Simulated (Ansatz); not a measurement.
Predict the output of the script below (Ansatz's Python interface).

`h3o2sb.py`
```python
"""One bond of H3O2Sb held at set lengths while the rest relaxes."""

import ansatz as az
from ase import Atoms
import numpy as np


def main() -> None:
    atoms = Atoms(["O", "Sb", "O", "H", "H", "H"], positions=[
        (-1.1902, -0.7387, -0.1865),
        (0.5121, 0.1447, -0.7583),
        (1.1707, 0.1163, 1.1326),
        (-1.768, -0.5333, -0.9726),
        (-0.1348, 1.7618, -0.5643),
        (1.4524, -0.8148, 1.3028),
    ])
    h3o2sb = az.Crystal.molecule_from_ase(atoms)

    model = (
        h3o2sb.calculation()
        .basis(gaussian="def2-SVP")
        .functional("PBE0")
        .scf(lower_state_search="light")
    )
    symbols = [site.symbol for site in h3o2sb.cartesian_sites]
    pairs = [(0, 1), (0, 3), (1, 2), (1, 4), (2, 5)]
    print("held (A)   E (eV)        ", "  ".join(f"{symbols[i]}{i}-{symbols[j]}{j}" for i, j in pairs))
    for length in [1.84, 2.0, 2.16, 2.4, 2.7]:
        r = model.relax(constraints=[az.DistanceConstraint((0, 1), at=length)], force_tolerance=0.02, max_steps=60).run(threads=1).report
        xyz = np.array(r["positions_ang"])
        print(f"{length:6.2f} {r['free_energy_ev']:14.5f}  ", "  ".join(f"{np.linalg.norm(xyz[i] - xyz[j]):.3f}" for i, j in pairs))


if __name__ == "__main__":
    main()
```

Running `python h3o2sb.py` prints:
```text
held (A)   E (eV)         O0-Sb1  O0-H3  Sb1-O2  Sb1-H4  O2-H5
DeckWarning: relax.constraints: the input's atoms, or those drawn, lie off the distances that are held; a relaxation that starts there is brought onto them ahead of its first SCF, by positions alone, an atom by 8.06e-2 Å at the most. With the symmetry detection on, the symmetry is detected on the input's atoms as so [...]
  1.84   -10672.60995   1.840  0.962  1.998  1.715  0.964
  2.00   -10672.90529   2.000  0.965  1.992  1.712  0.965
  2.16   -10672.73840   2.160  0.967  1.989  1.725  0.965
  2.40   -10672.03118   2.400  0.969  1.983  1.722  0.966
  2.70   -10671.05363   2.700  0.970  1.978  1.719  0.966
```
(Warnings from the package without file and line, shortened, repeats left out.)

Notes:
- These settings explore the input space; basis and method may be short of convergence.
- The energies are electronic: no zero-point or thermal terms, and the basis set is short of its limit.
- def2 sets replace the cores of elements past krypton by effective core potentials.
- The whole script took 3.3 min on 1 thread of Arm Neoverse V1, on a shared host, peak memory 0.21 GiB.
